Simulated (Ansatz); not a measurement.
# AlAsH2+ (doublet): wave-function methods side by side, cc-pVDZ

Aim: climb from Hartree-Fock through coupled cluster for AlAsH2+ (doublet) at one geometry and basis, and see what each rung misses.

Program: Ansatz 0.2.0, Gaussian basis. Level of theory: cc-pVDZ, core rule «outside noble gas», up to 19 orbitals frozen. These are calculated values, not measurements.

To be run: UHF; CCSD(T) on ROHF; CCSD(T) on UHF; BCCD(T) on ROHF; CISD; CCSDT(Q) on ROHF; CCSDT(Q) on UHF; CCSDTQ on ROHF.

15 further runs of the same task are left out: 9 for a known fault of the program, 6 set aside as unsound or not needed.

## (1) The system

The geometry is a PBE0/def2-TZVP stationary point (not a proven minimum) of the parent state, kept for this charge and spin. No spin-orbit coupling is included. The filled d shell of As may be among the frozen orbitals whatever the setting's name suggests; the logs give the count.

4 atoms, charge 1, spin multiplicity 2.

Atoms are counted from 1 here; the program's logs count them from 0.

Bond lengths: Al1–As2 2.470 Å, As2–H3 1.524 Å, As2–H4 1.524 Å. Angles: Al1–As2–H3 96.8°, Al1–As2–H4 96.8°, H3–As2–H4 92.8°.

Geometry (Å):

```xyz
4
AlAsH2
Al    0.0365    0.0000    1.8321
As   -0.0398    0.0000   -0.6370
H     0.9895    1.1039   -0.8491
H     0.9895   -1.1039   -0.8491
```

## (2) UHF

Input file in.yaml:

```yaml
crystal:
  periodic: [false, false, false]
  atoms:
    - {symbol: Al, position_ang: [0.036540, 0.000000, 1.832106]}
    - {symbol: As, position_ang: [-0.039784, 0.000000, -0.636952]}
    - {symbol: H, position_ang: [0.989539, 1.103858, -0.849067]}
    - {symbol: H, position_ang: [0.989541, -1.103856, -0.849067]}
basis:
  gaussian: {orbitals: cc-pVDZ}
total_charge: 1
magnetization: {spin_polarized: true, initial_magnetization: 1}
hamiltonian: {xc: hf}
output: {orbitals: {seedname: orbitals}}
```

The run is started by

```bash
> ansatz run in.yaml --threads 1 --pin off --events-out ev --progress --plain --max-ram 2816MiB --backend cpu
```

The runs that follow: CCSD(T) on ROHF; CCSD(T) on UHF; BCCD(T) on ROHF; CISD; CCSDT(Q) on ROHF; CCSDT(Q) on UHF; CCSDTQ on ROHF.

**Question.** What will the summary of the whole plan be? Wanted: RCCSDTQ below the RHF energy; RMP2 from RCCSDTQ; UMP2 from RCCSDTQ; RCCSD from RCCSDTQ; RCCSD(T) from RCCSDTQ; UCCSD(T) from RCCSDTQ; RCCSDT(Q) from RCCSDTQ; UCCSDT(Q) from RCCSDTQ; T1 diagnostic.

As calculated:

| quantity | value |
| --- | --- |
| RCCSDTQ below the RHF energy | -4.9551 eV |
| RMP2 from RCCSDTQ | +1086.7 meV |
| UMP2 from RCCSDTQ | +1104.5 meV |
| RCCSD from RCCSDTQ | +191.6 meV |
| RCCSD(T) from RCCSDTQ | +36.2 meV |
| UCCSD(T) from RCCSDTQ | +35.7 meV |
| RCCSDT(Q) from RCCSDTQ | +0.8 meV |
| UCCSDT(Q) from RCCSDTQ | -1.0 meV |
| levels within 1 kcal/mol (43 meV) | RCCSD(T), UCCSD(T), BCCD(T), RCCSDT, UCCSDT, RCCSDT(Q), UCCSDT(Q) |
| T1 diagnostic | 0.042 |

In words: RCCSD(T) lands +36.2 meV from the yardstick (0.7 % of the correlation energy). These misses are within one basis, not against nature; the frozen cores of restricted and unrestricted runs differ, which can shift their rows.
